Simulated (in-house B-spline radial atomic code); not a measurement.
**Sm⁵³⁺: ionisation energy by several methods**

How far do functionals differ on the ionisation energy of Sm⁵³⁺? Each run solves Sm⁵³⁺ and then the next ion ([He] 2s2 2p4).

The numbers are computed with in-house B-spline radial atomic code version 1 (scalar-relativistic (X2C), several functionals, spin-polarised; spherical all-electron atom at the radial basis limit), except any that are marked as measured or tabulated.

## (1) The system

```
element       : samarium (Z = 62)
charge        : +53
electrons     : 9
configuration : [He] 2s2 2p5
nucleus       : Fermi, rms radius 5.082 fm
```

The outer shells:

[He] 2s2 2p5
```
[He] core
2s [↑↓]
2p [↑↓][↑↓][↑ ]
```

Where spins are not typed, each open shell is filled with up spins first.

## (2) BP86

Settings, as recorded:

```ini
Z = 62
electrons = 9.0
configuration = [He] 2s2 2p5
hamiltonian = x2c
method = b88,p86
spin_polarised = True
nucleus = fermi
rms_radius = 5.0819
mass_number = 152
atomic_mass = 151.919738646
speed_of_light = 137.035999084
```

## (3) Hartree-Fock

Settings: those of step 2 with these lines changed.

```diff
@@ -4,3 +4,3 @@
 hamiltonian = x2c
-method = b88,p86
+method = hf
 spin_polarised = True
```

## (4) LDA (PW92)

Settings: those of step 3 with these lines changed.

```diff
@@ -4,3 +4,3 @@
 hamiltonian = x2c
-method = hf
+method = lda,pw
 spin_polarised = True
```

## (5) M06-L

Settings: those of step 4 with these lines changed.

```diff
@@ -4,3 +4,3 @@
 hamiltonian = x2c
-method = lda,pw
+method = m06l
 spin_polarised = True
```

## (6) PBE

Settings: those of step 5 with these lines changed.

```diff
@@ -4,3 +4,3 @@
 hamiltonian = x2c
-method = m06l
+method = pbe,pbe
 spin_polarised = True
```

Before running: The tabulated ionisation energy is 10762 ± 5 eV (tabulated theoretical; NIST Atomic Spectra Database). What does each method give, and which comes nearest?

**Answer**, as computed:

| method | rung | total energy (hartree) | ΔSCF (eV) | −ε highest (eV) | ΔSCF less tabulated (eV) |
| --- | --- | --- | --- | --- | --- |
| LDA (PW92) | LDA | -7102.2171 | 10962.9 | 10829.5 (2p down) | +200.9 |
| BP86 | GGA | -7110.8484 | 10969.7 | 10836.1 (2p down) | +207.7 |
| PBE | GGA | -7109.7011 | 10967.4 | 10834.1 (2p down) | +205.4 |
| M06-L | meta-GGA | -7110.0094 | 10971.9 | 10844.2 (2p down) | +209.9 |
| Hartree-Fock | Hartree-Fock | -7109.5618 | 10965.7 | 10968.6 (2p down) | +203.7 |

What this shows: Tables give 10762 ± 5 eV (tabulated theoretical; NIST Atomic Spectra Database) for the ionisation energy. LDA (PW92) misses by +200.9 eV, the least, and M06-L by +209.9 eV (2.0 %), the most. Mean absolute error by rung (exchange-only levels left out): LDA 200.93 eV, GGA 206.55 eV, meta-GGA 209.86 eV, Hartree-Fock 203.68 eV. All methods miss on the same side by much the same amount, which points to something that they share. Relativistic terms that these runs lack can be as large as the gaps between close methods, so the nearest may be so by luck. PBE is off by +205.4 eV. Spin-orbit coupling is left out. Open shells are averaged (over orientations, and over spins where the run is restricted), while tables refer to the lowest levels.

Members of this set that are not shown: 2 used exact exchange with fractional occupations of an open shell, which is unsound here.
